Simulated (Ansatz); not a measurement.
# H4O3Sn: the cost of one run

All numbers below are computed with Ansatz 0.2.0 (RKS PBE0-D4/def2-SVP).

### Step 1. Starting point

Bond lengths: Sn1–H2 1.940 Å, Sn1–O3 2.160 Å, O3–H4 1.010 Å, Sn1–O5 1.959 Å, O5–H6 1.010 Å, Sn1–O7 1.959 Å, O7–H8 1.010 Å. Angles: H2–Sn1–O3 38.9°, H2–Sn1–O5 122.7°, H2–Sn1–O7 122.7°, O3–Sn1–O5 123.2°, O3–Sn1–O7 123.2°, O5–Sn1–O7 109.5°, Sn1–O3–H4 105.4°, Sn1–O5–H6 109.5°, Sn1–O7–H8 109.5°.

Coordinates:

```xyz
8

Sn    0.0000    0.0000    0.0000
H     1.0906    0.0000    1.6043
O     2.0665    0.0000    0.6288
H     2.3829   -0.9521    0.5121
O    -0.9232    1.5994   -0.6527
H    -1.8810    1.3686   -0.8751
O    -0.9232   -1.5994   -0.6527
H    -1.3778   -2.0650    0.1197
```

### Step 2. A restrained relaxation towards end A

Springs on the bonds that form and break draw the guess towards this end; the thresholds are loose.

File input.yaml:

```yaml
crystal:
  periodic: [false, false, false]
  atoms:
    - { symbol: Sn, position_ang: [0.0, 0.0, 0.0] }
    - { symbol: H, position_ang: [1.0906, 0.0, 1.6043] }
    - { symbol: O, position_ang: [2.0665, 0.0, 0.6288] }
    - { symbol: H, position_ang: [2.3829, -0.9521, 0.5121] }
    - { symbol: O, position_ang: [-0.9232, 1.5994, -0.6527] }
    - { symbol: H, position_ang: [-1.881, 1.3686, -0.8751] }
    - { symbol: O, position_ang: [-0.9232, -1.5994, -0.6527] }
    - { symbol: H, position_ang: [-1.3778, -2.065, 0.1197] }
basis:
  gaussian: { orbitals: def2-SVP }
hamiltonian:
  xc: pbe0
  dispersion: d4
relax:
  f_tol: 0.15
  max_steps: 25
  restrain:
    - { distance: [1, 2], at: 2.21, k: 30.0 }
    - { distance: [0, 1], at: 1.74, k: 30.0 }
    - { distance: [0, 2], at: 1.96, k: 30.0 }
```

Launch:

```sh
$ ansatz run input.yaml --threads 2 --pin off --max-ram 3072MiB --backend cpu --events-out ev --progress --plain --runs-dir out
```

What time and memory should one allow on 2 threads of Arm Neoverse N1, shared host?

About 43 s, with a peak of 0.18 GiB.
